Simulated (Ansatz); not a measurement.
**CH₇BN₂Si: up Jacob's ladder to CCSD(T)**

Aim: compute CH₇BN₂Si with functionals from several rungs and with coupled cluster. The yardstick is the atomisation energy at the CCSD(T) limit.

Computed with Ansatz 0.2.0, Gaussian basis. Level: functionals in def2-TZVPP, the program's frozen cores in correlated methods.

Levels to be run: PBE-D4, r2SCAN-D4, PBE0-D4, B3LYP-D4, ωB97X-V, ωB97M-V, B2PLYP; CCSD(T)/def2-TZVPP; MP2/def2-QZVPP; extrapolation to the limit.

## (1) Structure used throughout

An earlier PBE0-D4/def2-TZVP relaxation fixed the geometry.

SMILES `NBC1N[SiH2]1`, 12 atoms, charge 0, spin multiplicity 1.

Atoms are counted from 1 here; the program's logs count them from 0.

Bond lengths: N1–B2 1.396 Å, N1–H6 1.004 Å, N1–H7 1.006 Å, B2–C3 1.544 Å, B2–H8 1.199 Å, C3–N4 1.510 Å, C3–Si5 1.851 Å, C3–H9 1.094 Å, N4–Si5 1.719 Å, N4–H10 1.010 Å, Si5–H11 1.477 Å, Si5–H12 1.481 Å. Angles: B2–N1–H6 122.7°, B2–N1–H7 123.7°, H6–N1–H7 113.6°, N1–B2–C3 121.5°, N1–B2–H8 118.3°, C3–B2–H8 120.2°, B2–C3–N4 118.2°, B2–C3–Si5 119.0°, B2–C3–H9 118.9°, N4–C3–Si5 60.5°, N4–C3–H9 115.4°, Si5–C3–H9 111.4°, C3–N4–Si5 69.6°, C3–N4–H10 114.1°, Si5–N4–H10 121.9°, C3–Si5–N4 49.9°, C3–Si5–H11 124.4°, C3–Si5–H12 117.1° and more.

Coordinates:

| atom | x (Å) | y (Å) | z (Å) |
| --- | --- | --- | --- |
| N1 | -1.90564 | -0.77173 | 0.96905 |
| B2 | -0.65237 | -0.90439 | 0.36805 |
| C3 | 0.34953 | 0.27007 | 0.32496 |
| N4 | 1.78298 | -0.02733 | -0.04693 |
| Si5 | 1.00158 | 0.83528 | -1.31215 |
| H6 | -2.59332 | -1.50357 | 0.95813 |
| H7 | -2.21288 | 0.06260 | 1.43971 |
| H8 | -0.38409 | -1.94528 | -0.16393 |
| H9 | 0.20757 | 1.11090 | 1.01100 |
| H10 | 2.46479 | 0.41077 | 0.55594 |
| H11 | 0.79362 | 0.11793 | -2.58603 |
| H12 | 1.22524 | 2.28956 | -1.48380 |

## (2) PBE-D4 (GGA)

in.yaml

```yaml
crystal:
  periodic: [false, false, false]
  atoms:
    - {symbol: N, position_ang: [-1.905636, -0.771735, 0.969055]}
    - {symbol: B, position_ang: [-0.652371, -0.904387, 0.368045]}
    - {symbol: C, position_ang: [0.349530, 0.270068, 0.324959]}
    - {symbol: N, position_ang: [1.782978, -0.027333, -0.046928]}
    - {symbol: Si, position_ang: [1.001575, 0.835277, -1.312155]}
    - {symbol: H, position_ang: [-2.593323, -1.503571, 0.958133]}
    - {symbol: H, position_ang: [-2.212880, 0.062600, 1.439708]}
    - {symbol: H, position_ang: [-0.384093, -1.945277, -0.163931]}
    - {symbol: H, position_ang: [0.207569, 1.110899, 1.011005]}
    - {symbol: H, position_ang: [2.464787, 0.410772, 0.555940]}
    - {symbol: H, position_ang: [0.793619, 0.117930, -2.586034]}
    - {symbol: H, position_ang: [1.225244, 2.289556, -1.483796]}
basis:
  gaussian: {orbitals: def2-TZVPP}
hamiltonian: {xc: pbe, dispersion: d4}
output: {forces: true, orbitals: {seedname: orbitals}}
```

Started as:

```sh
ansatz run in.yaml --threads 4 --pin off --events-out ev --progress --plain --max-ram 10444MiB
```

Further steps of the session: r2SCAN-D4 (meta-GGA); PBE0-D4 (hybrid); B3LYP-D4 (hybrid); ωB97X-V (range-separated); ωB97M-V (range-separated); B2PLYP (double hybrid); CCSD(T) in def2-TZVPP; MP2 in def2-QZVPP.

Before running them: what should the planned runs give, taken together? Wanted: atomisation energy, CCSD(T)/CBS; farthest; mean size of error, hybrid; mean size of error, range-separated; gap, smallest and largest; T1 diagnostic; triples share of the correlation energy.

**Answer**, as computed:

| quantity | value |
| --- | --- |
| atomisation energy, CCSD(T)/CBS | 1035.2 kcal/mol |
| functionals within 5.2 kcal/mol (0.5 %) | r2SCAN-D4 |
| farthest | PBE-D4 (+27.0 kcal/mol) |
| mean size of error, hybrid | 7.6 kcal/mol |
| mean size of error, range-separated | 9.6 kcal/mol |
| gap, smallest and largest | 4.21 eV (PBE-D4), 10.52 eV (ωB97X-V) |
| T1 diagnostic | 0.0132 |
| triples share of the correlation energy | 4.1 % |

PBE-D4 is off by +27.0 kcal/mol, about 2.2 kcal/mol a bond. Double hybrids carry the basis error of their MP2 part in triple zeta, and no dispersion term here, so their miss is partly the set-up's. Misses under about 5.2 kcal/mol are within the doubt on the reference itself, which lacks core-valence correlation, relativity and higher excitations. Hartree-Fock recovers 71 % of the binding; the rest is correlation. Orbital gaps span 4.2 to 10.5 eV; exact exchange widens them.
